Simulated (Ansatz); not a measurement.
# CH₉GeNSi: a ladder of functionals and wavefunction methods

An exercise on one series of results from a longer session: the logs are not shown, and one member is left open.

Computed with Ansatz 0.2.0, Gaussian basis. Level: functionals in def2-TZVPP, the program's frozen cores in correlated methods.

The runs, in order: PBE-D4, r2SCAN-D4, PBE0-D4, B3LYP-D4, ωB97X-V, ωB97M-V, B2PLYP; CCSD(T)/def2-TZVPP; MP2/def2-QZVPP; extrapolation to the limit.

### Structure used throughout

All runs share one geometry, relaxed beforehand with PBE0-D4 in a triple-zeta def2 set.

SMILES `N[CH2][GeH2][SiH3]`, 13 atoms, charge 0, spin multiplicity 1.

Atoms are counted from 1 here; the program's logs count them from 0.

Bond lengths: N1–C2 1.455 Å, N1–H5 1.013 Å, N1–H6 1.012 Å, C2–Ge3 1.972 Å, C2–H7 1.093 Å, C2–H8 1.099 Å, Ge3–Si4 2.379 Å, Ge3–H9 1.545 Å, Ge3–H10 1.542 Å, Si4–H11 1.487 Å, Si4–H12 1.486 Å, Si4–H13 1.489 Å. Angles: C2–N1–H5 111.3°, C2–N1–H6 111.1°, H5–N1–H6 107.0°, N1–C2–Ge3 109.1°, N1–C2–H7 108.8°, N1–C2–H8 115.3°, Ge3–C2–H7 106.4°, Ge3–C2–H8 109.8°, H7–C2–H8 107.1°, C2–Ge3–Si4 108.2°, C2–Ge3–H9 108.8°, C2–Ge3–H10 110.0°, Si4–Ge3–H9 110.2°, Si4–Ge3–H10 112.3°, H9–Ge3–H10 107.4°, Ge3–Si4–H11 109.6°, Ge3–Si4–H12 110.8°, Ge3–Si4–H13 110.6° and more.

The first run:

Input file in.yaml:

```yaml
crystal:
  periodic: [false, false, false]
  atoms:
    - {symbol: N, position_ang: [-1.387573, 1.044871, -0.618598]}
    - {symbol: C, position_ang: [0.045908, 1.274769, -0.719031]}
    - {symbol: Ge, position_ang: [0.973531, 0.171498, 0.627017]}
    - {symbol: Si, position_ang: [0.155245, -2.055767, 0.451738]}
    - {symbol: H, position_ang: [-1.890230, 1.533188, -1.349595]}
    - {symbol: H, position_ang: [-1.750168, 1.380346, 0.264733]}
    - {symbol: H, position_ang: [0.391525, 0.924849, -1.695310]}
    - {symbol: H, position_ang: [0.361016, 2.323402, -0.622054]}
    - {symbol: H, position_ang: [0.672572, 0.740304, 2.031976]}
    - {symbol: H, position_ang: [2.498887, 0.251850, 0.413841]}
    - {symbol: H, position_ang: [0.123686, -2.465626, -0.977800]}
    - {symbol: H, position_ang: [-1.214122, -2.159717, 1.018162]}
    - {symbol: H, position_ang: [1.040025, -2.998668, 1.189822]}
basis:
  gaussian: {orbitals: def2-TZVPP}
hamiltonian: {xc: pbe, dispersion: d4}
output: {forces: true, orbitals: {seedname: orbitals}}
```

Command:

```console
> ansatz run in.yaml --threads 4 --pin off --events-out ev --progress --plain --max-ram 10444MiB
```

Steps of the session up to this table: PBE-D4 (GGA); r2SCAN-D4 (meta-GGA); PBE0-D4 (hybrid); B3LYP-D4 (hybrid); ωB97X-V (range-separated); ωB97M-V (range-separated); B2PLYP (double hybrid); CCSD(T) in def2-TZVPP; MP2 in def2-QZVPP.

One table of the session follows, with a row left open; its other results are not shown here.

```
            method  atomisation energy (kJ/mol)
            PBE-D4                       4092.1
         r2SCAN-D4                       4068.2
           PBE0-D4                       4053.9
          B3LYP-D4                       4080.4
           ωB97X-V                       4107.9
           ωB97M-V                            ?
            B2PLYP                       4024.1
     HF/def2-TZVPP                       2950.5
    MP2/def2-TZVPP                       3971.9
   CCSD/def2-TZVPP                       3945.0
CCSD(T)/def2-TZVPP                       3991.3
           MP2/CBS                       4069.3
       CCSD(T)/CBS                       4088.7
```

**Question.** Estimate the row for ωB97M-V.

As computed: atomisation energy (kJ/mol): 4076.7. In the column «atomisation energy (kJ/mol)» it lies between MP2/CBS (4069.3) and B3LYP-D4 (4080.4).
